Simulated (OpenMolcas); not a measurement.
# Ho³⁺ among point charges: CASSCF levels and susceptibility

Aim: the splitting of the states of Ho³⁺ in the field of 8 point charges, its lowest levels with spin-orbit coupling and its magnetic susceptibility.

Method: state-averaged CASSCF, spin-orbit coupling by RASSI with atomic mean-field integrals. Code: OpenMolcas 26.06.

## 1. The atom as given

| Quantity | Value |
| --- | --- |
| Species | Ho³⁺ (holmium, Z = 67, 64 electrons) |
| Basis | ANO-RCC-VTZP [8s7p5d3f2g1h], 104 functions |
| Scalar Hamiltonian | DKH2, point nucleus |
| Inactive shells | 1s 2s 2p 3s 3p 3d 4s 4p 4d 5s 5p |
| Active space | 10 electrons in 7 orbitals (4f) |
| Some configurations of this space | 4f10 |
| Orbitals | optimised for the highest spin of each parity, averaged over all roots |

Outer shells as boxes (Hund's rule):

4f10
```
4f [↑↓][↑↓][↑↓][↑ ][↑ ][↑ ][↑ ]
```

The ion sits among 8 point charges of -0.75 e arranged as a square antiprism (D4d), 2.41 Å from the ion, with a polar angle of 50.4° against the regular 57.3°.

Each step is its own input file, run in one work folder so that later steps find the files of earlier ones. Labels, J, g values, rates, χT and fits are worked out afterwards by a script from the matrices that RASSI stores.

## 2. GATEWAY and SEWARD: basis and integrals

Input file a.inp:

```
&GATEWAY
Coord
1

Ho 0.0 0.0 0.0
Basis=ANO-RCC-VTZP
Group=NoSym
NoMove
AngMom=0.0 0.0 0.0
AMFI
XField
8 Angstrom 0
1.716180 0.710865 1.535414 -0.750000
-0.710865 1.716180 1.535414 -0.750000
-1.716180 -0.710865 1.535414 -0.750000
0.710865 -1.716180 1.535414 -0.750000
1.716180 -0.710865 -1.535414 -0.750000
0.710865 1.716180 -1.535414 -0.750000
-1.716180 0.710865 -1.535414 -0.750000
-0.710865 -1.716180 -1.535414 -0.750000
&SEWARD
```

Launch:

```console
$ OMP_NUM_THREADS=1 MOLCAS_MEM=2252 MOLCAS_PROJECT=a pymolcas a.inp > a.log
```

## 3. Reference wave functions, quintets, 35 roots

Input file a.inp:

```
&RASSCF
FileOrb=start.orb
Symmetry=1
Spin=5
nActEl=10 0 0
Inactive=27
Ras2=7
CIRoot=35 35 1
SDav=35
CIMx=300
Iter=120 100
PrWF=0.3
OrbListing=Nothing
MaxOrb=0
>>> COPY $Project.JobIph JOB001
```

start.orb holds the contracted functions of the basis, ordered by shell, or the orbitals of the step before.

## 4. CASSCF: triplets, 162 roots

Input file a.inp:

```
&RASSCF
FileOrb=start.orb
Symmetry=1
Spin=3
nActEl=10 0 0
Inactive=27
Ras2=7
CIRoot=162 162 1
SDav=210
CIMx=300
Iter=120 100
PrWF=0.3
OrbListing=Nothing
MaxOrb=0
CIOnly
>>> COPY $Project.JobIph JOB002
```

## 5. Reference wave functions, singlets, 162 roots

Input file a.inp:

```
&RASSCF
FileOrb=start.orb
Symmetry=1
Spin=1
nActEl=10 0 0
Inactive=27
Ras2=7
CIRoot=162 162 1
SDav=196
CIMx=300
Iter=120 100
PrWF=0.3
OrbListing=Nothing
MaxOrb=0
CIOnly
>>> COPY $Project.JobIph JOB003
```

## 6. State interaction with spin-orbit coupling

Input file a.inp:

```
&RASSI
NrOfJobIphs=3 30 100 31
1 2 3 4 5 6 7 8 9 10 11 12 13 14 15 16 17 18 19 20 21 22 23 24 25 26 27
28 29 30
1 2 3 4 5 6 7 8 9 10 11 12 13 14 15 16 17 18 19 20 21 22 23 24 25 26 27
28 29 30 31 32 33 34 35 36 37 38 39 40 41 42 43 44 45 46 47 48 49 50 51
52 53 54 55 56 57 58 59 60 61 62 63 64 65 66 67 68 69 70 71 72 73 74 75
76 77 78 79 80 81 82 83 84 85 86 87 88 89 90 91 92 93 94 95 96 97 98 99
100
1 2 3 4 5 6 7 8 9 10 11 12 13 14 15 16 17 18 19 20 21 22 23 24 25 26 27
28 29 30 31
IphNames
JOB001
JOB002
JOB003
EJob
SpinOrbit
DIPRint=1.0
SOCoupling=1000.0
Subsets=2
Property=9
'ANGMOM' 1 'ANGMOM' 2 'ANGMOM' 3 'MLTPL  1' 1 'MLTPL  1' 2 'MLTPL  1' 3
'AMFI' 1 'AMFI' 2 'AMFI' 3
SOProperty=3
'ANGMOM' 1 'ANGMOM' 2 'ANGMOM' 3
```

What does the calculation give? Wanted: spin-free ground state; first state of the same spin within the active space; lowest level; next level.

**Answer**, as computed:

| quantity | value |
| --- | --- |
| method | CASSCF |
| spin-free ground state | quintet, 2-fold in its orbital part |
| first state of the same spin within the active space | quintet at 1.17 cm⁻¹ |
| lowest level | 2-fold, g = 0.00, 0.00, 17.41 |
| next level | 0.1 cm⁻¹ |
| χT at 300 K | 13.93 cm³ K/mol |
| effective moment at 300 K | 10.55 μB |

In words: The spin-free ground state (quintet) comes to 100 % from free-ion I terms and keeps the highest spin of the shell. The triplets, singlets rest on orbitals optimised for another spin in at least one step, which raises them against the optimised states. Not all states of the active space went into the spin-orbit step. High states of lower spin are left out of the spin-orbit mixing, and CASSCF puts spin-flip levels too high. This is an electrostatic model: the charges have no orbitals.
